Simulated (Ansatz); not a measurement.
# GeH3− (singlet): the correlation ladder, aug-cc-pVTZ

How much of the correlation energy of GeH3− (singlet) does each wave-function method recover here?

Program: Ansatz 0.2.0, Gaussian basis. Level of theory: aug-cc-pVTZ, core rule «outside noble gas», up to 14 orbitals frozen. These are calculated values, not measurements.

To be run: UHF; CCSD(T) on RHF; BCCD(T) on RHF; CCSDT(Q) on RHF; CASSCF and NEVPT2, 8 electrons in 7 orbitals.

4 further runs of the same task are left out: 1 for a known fault of the program, 3 set aside as unsound or not needed.

**1. The system**

The geometry is a PBE0/def2-TZVPD stationary point (not a proven minimum). No spin-orbit coupling is included. The filled d shell of Ge may be among the frozen orbitals whatever the setting's name suggests; the logs give the count.

4 atoms, charge -1, spin multiplicity 1.

Atoms are counted from 1 here; the program's logs count them from 0.

Bond lengths: Ge1–H2 1.615 Å, Ge1–H3 1.615 Å, Ge1–H4 1.615 Å. Angles: H2–Ge1–H3 92.6°, H2–Ge1–H4 92.6°, H3–Ge1–H4 92.6°.

**2. UHF**

File in.yaml:

```yaml
crystal:
  periodic: [false, false, false]
  atoms:
    - {symbol: Ge, position_ang: [0.000190, 0.000006, -0.035544]}
    - {symbol: H, position_ang: [1.343272, 0.009089, 0.861072]}
    - {symbol: H, position_ang: [-0.686473, 1.162532, 0.850402]}
    - {symbol: H, position_ang: [-0.670496, -1.172025, 0.850119]}
basis:
  gaussian: {orbitals: aug-cc-pVTZ}
total_charge: -1
magnetization: {spin_polarized: true, initial_magnetization: 0}
hamiltonian: {xc: hf}
output: {orbitals: {seedname: orbitals}}
```

Started as:

```
> ansatz run in.yaml --threads 1 --pin off --events-out ev --progress --plain --max-ram 4096MiB --backend cpu
```

After this run come: CCSD(T) on RHF; BCCD(T) on RHF; CCSDT(Q) on RHF; CASSCF and NEVPT2, 8 electrons in 7 orbitals.

Q: Predict the results of all the runs planned. Wanted: RCCSDT(Q) below the RHF energy; RMP2 from RCCSDT(Q); RCCSD from RCCSDT(Q); RCCSD(T) from RCCSDT(Q); NEVPT2 valence from RCCSDT(Q); T1 diagnostic; effectively unpaired electrons.

The runs gave:

| quantity | value |
| --- | --- |
| RCCSDT(Q) below the RHF energy | -4.9874 eV |
| RMP2 from RCCSDT(Q) | +89.3 kJ/mol |
| RCCSD from RCCSDT(Q) | +19.1 kJ/mol |
| RCCSD(T) from RCCSDT(Q) | +3.1 kJ/mol |
| NEVPT2 valence from RCCSDT(Q) | +99.0 kJ/mol |
| levels within 1 kcal/mol (43 meV) | RCCSD(T), BCCD(T), RCCSDT |
| T1 diagnostic | 0.015 |
| effectively unpaired electrons | 0.02 |

RCCSD(T) lands +3.1 kJ/mol from the yardstick (0.6 % of the correlation energy). One determinant dominates. These misses are within one basis, not against nature.
